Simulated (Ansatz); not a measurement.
**CH3F4MoN: how energies converge with the basis set**

The task here is to estimate one member of a computed series from the others.

The runs use Ansatz 0.2.0, Gaussian basis; one geometry, several basis sets.

Levels to be run: PBE0-D4/def2-SVP; ωB97M-V/def2-SVP; PBE0-D4/def2-QZVPP; ωB97M-V/def2-QZVPP; the functionals' def2-TZVPP values are taken from earlier runs.

### The geometry

The geometry comes from an earlier relaxation with PBE0-D4 in a triple-zeta def2 set; it is a stationary point, not always the lowest conformer. Mo takes the def2 core potential; no spin-orbit term is included.

SMILES `C[N]=[Mo]([F])([F])([F])[F]`, 10 atoms, charge 0, spin multiplicity 1.

Atoms are counted from 1 here; the program's logs count them from 0.

Bond lengths: C1–N2 1.414 Å, C1–H8 1.093 Å, C1–H9 1.093 Å, C1–H10 1.093 Å, N2–Mo3 1.673 Å, Mo3–F4 1.853 Å, Mo3–F5 1.853 Å, Mo3–F6 1.853 Å, Mo3–F7 1.853 Å. Angles: N2–C1–H8 109.6°, N2–C1–H9 109.6°, N2–C1–H10 109.6°, H8–C1–H9 109.3°, H8–C1–H10 109.3°, H9–C1–H10 109.3°, C1–N2–Mo3 179.6°, N2–Mo3–F4 104.0°, N2–Mo3–F5 103.8°, N2–Mo3–F6 104.1°, N2–Mo3–F7 104.0°, F4–Mo3–F5 86.7°, F4–Mo3–F6 86.7°, F4–Mo3–F7 152.1°, F5–Mo3–F6 152.1°, F5–Mo3–F7 86.7°, F6–Mo3–F7 86.6°.

Set-up of the first run:

The input, in.yaml:

```yaml
crystal:
  periodic: [false, false, false]
  atoms:
    - {symbol: C, position_ang: [0.414896, -1.710048, -0.056849]}
    - {symbol: N, position_ang: [0.084497, -0.335733, -0.005625]}
    - {symbol: Mo, position_ang: [-0.301371, 1.291314, 0.045032]}
    - {symbol: F, position_ang: [-2.143055, 1.320281, -0.158103]}
    - {symbol: F, position_ang: [-0.205188, 1.824767, -1.726991]}
    - {symbol: F, position_ang: [-0.602922, 1.626775, 1.842472]}
    - {symbol: F, position_ang: [1.334280, 2.131630, 0.274372]}
    - {symbol: H, position_ang: [-0.434307, -2.305271, 0.289150]}
    - {symbol: H, position_ang: [1.278457, -1.904468, 0.584708]}
    - {symbol: H, position_ang: [0.657912, -1.990448, -1.085265]}
basis:
  gaussian: {orbitals: def2-SVP}
hamiltonian: {xc: pbe0, dispersion: d4}
output: {orbitals: {seedname: orbitals}}
```

On the command line:

```bash
$ ansatz run in.yaml --threads 4 --pin off --events-out ev --progress --plain --max-ram 11315MiB
```

Among the steps run: PBE0-D4 in def2-SVP; ωB97M-V in def2-SVP; PBE0-D4 in def2-QZVPP; ωB97M-V in def2-QZVPP.

One table of the session follows, with a row left open; its other results are not shown here.

It belongs to the step «Density functionals: the series». 

```
functional       basis  HOMO (eV)  LUMO (eV)
   PBE0-D4    def2-SVP      -9.51      -3.83
   PBE0-D4  def2-TZVPP      -9.48      -3.76
   PBE0-D4  def2-QZVPP          ?          ?
   ωB97M-V    def2-SVP     -11.80      -1.54
   ωB97M-V  def2-TZVPP     -11.78      -1.47
   ωB97M-V  def2-QZVPP     -11.78      -1.47
```

**Question.** Estimate the row for PBE0-D4, def2-QZVPP.

As computed: HOMO (eV): -9.48; LUMO (eV): -3.75.
